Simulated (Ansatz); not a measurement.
Zr3S2:

```
Zr S
1.0
     2.90254    1.67578    3.48777
    -2.90254    1.67578    3.48777
     0.00000   -3.35156    3.48777
Zr S
3 2
Direct
  0.83873 0.50000 0.16127
  0.50000 0.16127 0.83873
  0.16127 0.83873 0.50000
  0.66502 0.66502 0.66502
  0.33498 0.33498 0.33498
```

The cell comes from a database or a generator and needn't be the stable form of this composition.

| Item | Value |
| --- | --- |
| Program | Ansatz 0.2.0 |
| Task | relaxation of cell and atoms |
| Functional | r2SCAN |
| Dispersion | D3(BJ)-ATM |
| Potentials or basis | Ansatz PAW |
| Cutoff | 500 eV (not typed: the program's choice for these potentials) |
| k mesh | 6 × 6 × 6 |
| Occupations | fermi-dirac, width 0.05 eV |
| Spin | no spin polarisation |

At the start: volume 20.36 Å³/atom.

Q: Where does the relaxation end?

A: It ends after 4 steps and the volume is 20.01 Å³/atom (-1.7 %); space group R32 (No. 155, to 0.05 Å).

The path:
```tsv
step	energy change (eV)	largest force (eV/Å)	volume (Å³)
1	0.0000	0.0765	101.79
2	-0.0136	0.0224	100.20
3	-0.0138	0.0044	100.05
4	-0.0132	0.0044	100.05
```

Final structure:
```yaml
crystal:
  lattice:
    - [2.87813, 1.66169, 3.48646]
    - [-2.87813, 1.66169, 3.48646]
    - [0.00000, -3.32338, 3.48646]
  atoms:
    - { symbol: Zr, position: [0.83866, 0.50000, 0.16134] }
    - { symbol: Zr, position: [0.50000, 0.16134, 0.83866] }
    - { symbol: Zr, position: [0.16134, 0.83866, 0.50000] }
    - { symbol: S, position: [0.66463, 0.66463, 0.66463] }
    - { symbol: S, position: [0.33537, 0.33537, 0.33537] }
```

Caveat: the plane-wave basis is chosen anew once the cell has moved, so the energies of steps on either side of that aren't comparable; pairwise dispersion overbinds metals, which lowers pressure and volume; the PAW data sets come from PBE, with cores solved anew for the run's functional, which leaves a small shift of forces and pressure.
